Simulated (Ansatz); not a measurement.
# ZnH₂: basis-set convergence

One table from this session's results is given with a row withheld; the runs are named, their logs left out.

Program: Ansatz 0.2.0, Gaussian basis. Level of theory: one geometry, several basis sets. These are calculated values, not measurements.

Plan: PBE0-D4/def2-SVP; ωB97M-V/def2-SVP; PBE0-D4/def2-QZVPP; ωB97M-V/def2-QZVPP; the functionals' def2-TZVPP values are taken from earlier runs.

**The geometry**

The geometry comes from an earlier relaxation with PBE0-D4 in a triple-zeta def2 set; it is a stationary point.

SMILES `[ZnH2]`, 3 atoms, charge 0, spin multiplicity 1.

Atoms are counted from 1 here; the program's logs count them from 0.

Bond lengths: Zn1–H2 1.544 Å, Zn1–H3 1.544 Å. Angles: H2–Zn1–H3 180.0°.

Set-up of the first run:

Contents of in.yaml:

```yaml
crystal:
  periodic: [false, false, false]
  atoms:
    - {symbol: Zn, position_ang: [-0.003667, -0.021601, -0.004433]}
    - {symbol: H, position_ang: [0.590601, 1.324162, 0.465489]}
    - {symbol: H, position_ang: [-0.597935, -1.367361, -0.474356]}
basis:
  gaussian: {orbitals: def2-SVP}
hamiltonian: {xc: pbe0, dispersion: d4}
output: {orbitals: {seedname: orbitals}}
```

Launch:

```bash
$ ansatz run in.yaml --threads 2 --pin off --events-out ev --progress --plain --max-ram 32768MiB --backend cpu
```

Steps of the session up to this table: PBE0-D4 in def2-SVP; ωB97M-V in def2-SVP; PBE0-D4 in def2-QZVPP; ωB97M-V in def2-QZVPP.

One of the session's tables, all rows but one given; the rest of the session is left out.

It belongs to the step «Density functionals: the series». 

```
functional       basis  HOMO (eV)  LUMO (eV)
   PBE0-D4    def2-SVP      -7.76       1.19
   PBE0-D4  def2-TZVPP      -8.01      -0.68
   PBE0-D4  def2-QZVPP      -8.01      -0.73
   ωB97M-V    def2-SVP          ?          ?
   ωB97M-V  def2-TZVPP     -10.22       0.69
   ωB97M-V  def2-QZVPP     -10.23       0.44
```

**Question.** Estimate the row for ωB97M-V, def2-SVP.

As computed: HOMO (eV): -9.90; LUMO (eV): 2.41. In the column «HOMO (eV)» it lies between ωB97M-V, def2-TZVPP (-10.22) and PBE0-D4, def2-TZVPP (-8.01).
